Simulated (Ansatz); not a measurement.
# C₂H₃FOSi: how energies converge with the basis set

Aim: see how fast density functionals converge with the basis set for C₂H₃FOSi.

Program: Ansatz 0.2.0, Gaussian basis. Level of theory: one geometry, several basis sets. These are calculated values, not measurements.

Plan: PBE0-D4/def2-SVP; ωB97M-V/def2-SVP; PBE0-D4/def2-QZVPP; ωB97M-V/def2-QZVPP; the functionals' def2-TZVPP values are taken from earlier runs.

### Step 1. The geometry

All runs share one geometry, relaxed beforehand with PBE0-D4/def2-TZVP.

SMILES `C#C[SiH](O)F`, 8 atoms, charge 0, spin multiplicity 1.

Atoms are counted from 1 here; the program's logs count them from 0.

Bond lengths: C1–C2 1.206 Å, C1–H6 1.066 Å, C2–Si3 1.820 Å, Si3–O4 1.625 Å, Si3–F5 1.591 Å, Si3–H7 1.469 Å, O4–H8 0.958 Å. Angles: C2–C1–H6 179.7°, C1–C2–Si3 178.5°, C2–Si3–O4 110.9°, C2–Si3–F5 106.7°, C2–Si3–H7 112.7°, O4–Si3–F5 110.9°, O4–Si3–H7 107.3°, F5–Si3–H7 108.2°, Si3–O4–H8 118.8°.

### Step 2. PBE0-D4 in def2-SVP

File in.yaml:

```yaml
crystal:
  periodic: [false, false, false]
  atoms:
    - {symbol: C, position_ang: [-0.509235, 1.777944, 1.067375]}
    - {symbol: C, position_ang: [-0.208189, 0.872853, 0.329728]}
    - {symbol: Si, position_ang: [0.201307, -0.506123, -0.784802]}
    - {symbol: O, position_ang: [0.007474, -1.934882, -0.036074]}
    - {symbol: F, position_ang: [1.714509, -0.299260, -1.231326]}
    - {symbol: H, position_ang: [-0.772398, 2.581711, 1.717028]}
    - {symbol: H, position_ang: [-0.635755, -0.527213, -1.991907]}
    - {symbol: H, position_ang: [0.294487, -2.022132, 0.874177]}
basis:
  gaussian: {orbitals: def2-SVP}
hamiltonian: {xc: pbe0, dispersion: d4}
output: {orbitals: {seedname: orbitals}}
```

The run is started by

```console
> ansatz run in.yaml --threads 2 --pin off --events-out ev --progress --plain --max-ram 4352MiB
```

The runs that follow: ωB97M-V in def2-SVP; PBE0-D4 in def2-QZVPP; ωB97M-V in def2-QZVPP.

Q: Predict the results of all the runs planned. Wanted: PBE0-D4: double and triple zeta above quadruple; ωB97M-V: double and triple zeta above quadruple.

**Answer**, as computed:

```
                                       quantity           value
PBE0-D4: double and triple zeta above quadruple  12.18, 0.67 eV
ωB97M-V: double and triple zeta above quadruple  12.35, 0.62 eV
```

What this shows: PBE0-D4 gains 11.51 eV from double to triple zeta, then 0.67 eV more. Total energies overstate the basis error of differences, where much of it tends to cancel. The LUMO of ωB97M-V is positive and keeps falling with the basis (1.88 to 1.22 eV): an unbound level that the basis holds in place.
